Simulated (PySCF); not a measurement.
# CH6GeN2Si: the cost of one run

The runs use PySCF 2.14.0, with density-fitted response routines of our own; the level of theory stands in each step. All values are computed, except where a source is named. Atoms are numbered from 0 throughout.

## 1. Starting geometry

11 atoms, charge 0, multiplicity 1; geometry from: GFN2-xTB. The atoms were then displaced at random by about 0.01 Å, so the start is not that level's minimum.

Bonds of the start (Å): N0–C1 1.12, C1–Ge2 1.92, Ge2–N3 1.85, N3–Si4 1.71, Ge2–H5 1.48, Ge2–H6 1.50, N3–H7 1.01, Si4–H8 1.49, Si4–H9 1.45, Si4–H10 1.47.

## 2. Relaxing the molecule at PBE0-D3(BJ)/def2-SVP

What the job is given:

```
{"job": {"xc": "PBE0", "basis": "def2-SVP", "d3": "d3bj", "grid": 1, "shake": 0.01, "kind": "geom"}, "charge": 0, "multiplicity": 1}
N     -2.012650     2.489580    -0.750710
C     -1.800110     1.430130    -0.461850
Ge    -1.378490    -0.386380     0.001460
N      0.393430    -0.766620    -0.389050
Si     1.760280    -0.101060     0.387080
H     -2.255940    -1.275930    -0.799990
H     -1.540760    -0.503640     1.490360
H      0.534570    -1.073300    -1.337330
H      1.527030    -0.265170     1.850130
H      2.872710    -0.898480    -0.100450
H      1.938040     1.325030     0.094690
```

Started as:

```
$ OMP_NUM_THREADS=1 python probes_run.py task.json out
```

The driver reads the jobs from task.json and runs them one after another.

Q: Estimate the wall time and peak memory of this first job on 1 thread of Arm Neoverse V1, shared host.

About 77 s, with a peak of 0.57 GiB.
